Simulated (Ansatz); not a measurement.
**Zr: response to strain**

Zr is deformed so: zz strain of -3 %. What stress and forces result, by LAPW, PAW and all-electron datasets made for the crystal?

Method: DFT PBEsol, scalar-relativistic, in Ansatz 0.2.0.

2 further runs of the same task are left out: 2 set aside as unsound or not needed.

## (1) The system as given

The structure is hexagonal, space group P6_3/mmc (No. 194). The conventional cell has a = 3.232 Å, b = 3.232 Å, c = 5.147 Å, α = 90.00°, β = 90.00°, γ = 120.00°. Around Zr (site symmetry -6m2) lie 12 Zr at 3.18 to 3.23 Å.

Coordinates:

```cif
data_structure
_symmetry_space_group_name_H-M 'P6_3/mmc'
_symmetry_Int_Tables_number 194
_cell_length_a 3.2320
_cell_length_b 3.2320
_cell_length_c 5.1470
_cell_angle_alpha 90.000
_cell_angle_beta 90.000
_cell_angle_gamma 120.000
_cell_volume 46.56
loop_
_atom_site_label
_atom_site_type_symbol
_atom_site_symmetry_multiplicity
_atom_site_Wyckoff_symbol
_atom_site_fract_x
_atom_site_fract_y
_atom_site_fract_z
_atom_site_occupancy
Zr1 Zr 2 c 0.33333 0.66667 0.25000 1
```

The file gives the conventional cell by its symmetry; the runs use the cell typed in the input.

Atoms are numbered in the order of the input: Zr1, Zr2.

## (2) After the deformation

Space group P6_3/mmc before, P6_3/mmc after.

## (3) Full-potential LAPW

input.yaml reads:

```yaml
crystal:
  lattice:
    - [3.2319982225, 0.0, 0.0]
    - [-1.6159991112, 2.7989925656, 0.0]
    - [0.0, 0.0, 4.99259]
  atoms:
    - { symbol: Zr, position: [0.3333333333, 0.6666666667, 0.25] }
    - { symbol: Zr, position: [0.6666666667, 0.3333333333, 0.75] }
kpoints:
  mp_grid: { grid: [13, 13, 7] }
  band_path:
    path:
      - [0.0, 0.0, 0.0]
      - [0.5, 0.0, 0.0]
      - [0.3333333333, 0.3333333333, 0.0]
      - [0.0, 0.0, 0.0]
      - [0.0, 0.0, 0.5]
      - [0.5, 0.0, 0.5]
      - [0.3333333333, 0.3333333333, 0.5]
      - [0.0, 0.0, 0.5]
      - [0.5, 0.0, 0.5]
    npoints: 5
scf:
  occupations: { method: fermi_dirac, width: 0.08 }
hamiltonian:
  xc: pbesol
  pseudopotentials: { kind: all_electron, lapw: { basis_error: 0.001 } }
output:
  forces: true
  stress: true
  eigenvalues: true
```

On the command line:

```console
$ ansatz run input.yaml --threads 1 --pin off --max-ram 3072MiB --backend cpu --events-out ev --progress --plain --runs-dir out
```

## (4) PAW on the default files

input.yaml reads:

```yaml
crystal:
  lattice:
    - [3.2319982225, 0.0, 0.0]
    - [-1.6159991112, 2.7989925656, 0.0]
    - [0.0, 0.0, 4.99259]
  atoms:
    - { symbol: Zr, position: [0.3333333333, 0.6666666667, 0.25] }
    - { symbol: Zr, position: [0.6666666667, 0.3333333333, 0.75] }
kpoints:
  mp_grid: { grid: [13, 13, 7] }
scf:
  occupations: { method: fermi_dirac, width: 0.08 }
hamiltonian:
  xc: pbesol
  pseudopotentials: { kind: paw }
output:
  forces: true
  stress: true
  eigenvalues: true
  efg: { contact_densities: true }
  write_density: true
  write_potential: true
  elf: true
  volumetric_format: npy
```

## (5) Datasets made for this crystal

input.yaml: that of step 4 with these lines changed.

```diff
@@ -14,3 +14,3 @@
   xc: pbesol
-  pseudopotentials: { kind: paw }
+  pseudopotentials: { kind: all_electron, datasets: crystal }
 output:
@@ -20,5 +20 @@
   efg: { contact_densities: true }
-  write_density: true
-  write_potential: true
-  elf: true
-  volumetric_format: npy
```

(Steps that only read results are left out.)

What does the calculation give? Wanted: pressure; largest shear or deviatoric stress.

As calculated:

```
                                 quantity                                              value
                                 pressure  LAPW -0.22, PAW -0.25, crystal datasets -0.22 GPa
largest shear or deviatoric stress (LAPW)                                           2.48 GPa
```

**Reading.** Against the undeformed cell the largest change of stress is +5.07 GPa, in the zz component, with the atoms carried along and not relaxed. PAW: stress within 0.03 GPa of LAPW. Crystal datasets: stress within 0.01 GPa of LAPW.
